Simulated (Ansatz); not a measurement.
# Sb2Se5: the cost of one run

Method: DFT PBE, scalar-relativistic, plane waves, PAW, unless a step names another level, in Ansatz 0.2.0.

12 further runs of the same task are left out: 2 that didn't finish, 10 set aside as unsound or not needed.

### 1 Plan

Pauling electronegativities: Sb 2.05, Se 2.55 (spread 0.50). The formula balances with common oxidation states: Sb +5, Se -2, a formal count that means little at so small a spread. Tabulated atomic sizes suggest about 27 Å³/atom. 31 candidates were drawn, by swapping species into database cells of other compounds, at random by space group and Wyckoff sites, or by hand, as the table says:

```csv
name,made from,space group no.,Wyckoff sites,atoms (primitive cell),V (Å³/atom)
c01,built by hand: R-Nb2O5,12,"Sb 4i; Se 2a, 4i, 4i",7,27.4
c02,random,139,"Sb 4d; Se 8g, 2b",7,28.2
c03,database cell of B5W2,166,"Sb 6c; Se 6c, 6c, 3b",7,23.3
c04,random,99,"Sb 1b, 1b; Se 2c, 1b, 2c",7,33.7
c05,random,183,"Sb 2b; Se 1a, 1a, 2b, 1a",7,29.9
c06,random,187,"Sb 1a, 1c; Se 2g, 3k",7,31.4
c07,random,123,"Sb 2h; Se 4o, 1b",7,31.3
c08,database cell of Ta2O5,10,"Sb 2m; Se 2n, 2m, 1c",7,35.4
c09,database cell of Ga2Te5,87,"Sb 4d; Se 8h, 2a",7,31.4
c10,database cell of Al2Te5,12,"Sb 4i; Se 4i, 2c, 4i",7,33.9
c11,random,156,"Sb 1a, 1c; Se 1b, 1b, 3d",7,28.5
c12,random,191,"Sb 2e; Se 1a, 4h",7,28.9
c13,random,166,"Sb 3a, 3b; Se 9e, 6c",7,29.5
c14,database cell of Cu5Ge2,160,"Sb 3a, 3a; Se 3a, 3a, 3a, 3a, 3a",7,27.1
c15,built by hand: Bi2Te3-type slab with intercalated Se2,164,"Sb 2d; Se 2c, 2d, 1a",7,27.4
c16,random,191,"Sb 2d; Se 3g, 2e",7,29.8
c17,database cell of Ta2O5,47,"Sb 1d, 1a; Se 2q, 1h, 1b, 1e",7,32.5
c18,built by hand: V2O5 (shcherbinaite),59,"Sb 4e; Se 4e, 2a, 4e",14,27.3
c19,random,38,"Sb 2b, 2b; Se 4e, 4e, 2a",7,27.5
c20,random,189,"Sb 2e; Se 3f, 2d",7,28.1
c21,database cell of V2O5,12,"Sb 4i; Se 2a, 4i, 4i",7,34.3
c22,database cell of Cu5Ge2,166,"Sb 6c; Se 6c, 6c, 3a",7,27.7
c23,random,10,"Sb 1d, 1b; Se 1f, 2i, 2l",7,27.4
c24,random,156,"Sb 1a, 1c; Se 1a, 1a, 3d",7,31.1
c25,built by hand: B-Nb2O5 (Sb2O5),15,"Sb 8f; Se 8f, 8f, 4e",14,27.4
c26,random,65,"Sb 4h; Se 8m, 2a",7,27.6
c27,random,47,"Sb 2s; Se 4v, 1d",7,32.6
c28,random,160,"Sb 3a, 3a; Se 9b, 3a, 3a",7,32.5
c29,random,191,"Sb 1b, 1a; Se 3f, 2e",7,31.3
c30,random,216,"Sb 4b, 4c; Se 4d, 16e",7,32.6
c31,random,65,"Sb 4g; Se 8n, 2c",7,33.2
```

### 2 Screening run of c10

Input file input.yaml:

```yaml
crystal:
  lattice:
    - [7.01404902, -2.08559251, 0.0]
    - [7.01404902, 2.08559251, 0.0]
    - [-6.20129155, 0.0, 8.10778791]
  atoms:
    - { symbol: Sb, position: [0.37049554, 0.37049554, 0.09810598] }
    - { symbol: Sb, position: [0.62950446, 0.62950446, 0.90189402] }
    - { symbol: Se, position: [0.58145531, 0.58145531, 0.37374736] }
    - { symbol: Se, position: [0.41854469, 0.41854469, 0.62625264] }
    - { symbol: Se, position: [0.0, 0.0, 0.5] }
    - { symbol: Se, position: [0.1814781, 0.1814781, 0.09993167] }
    - { symbol: Se, position: [0.8185219, 0.8185219, 0.90006833] }
basis:
  ecutwfc: 420
kpoints:
  mp_grid: { grid: [3, 3, 2] }
hamiltonian:
  xc: pbe
scf:
  occupations: { method: gaussian, width: 0.15 }
  lower_state_search: "off"
output:
  forces: true
  stress: true
  eigenvalues: true
relax:
  adjacent_minimum: "off"
  f_tol: 0.08
  max_steps: 16
  cell: { stress_tol: 0.8 }
```

Command:

```bash
$ ansatz run input.yaml --threads 1 --pin off --max-ram 2560MiB --backend cpu --events-out ev --progress --plain --runs-dir out
```

**Question.** How long does this run take on 1 thread of Intel Xeon 6975P-C (Granite Rapids), shared host, and how much memory does it need?

About 74 s, with a peak of 0.59 GiB.
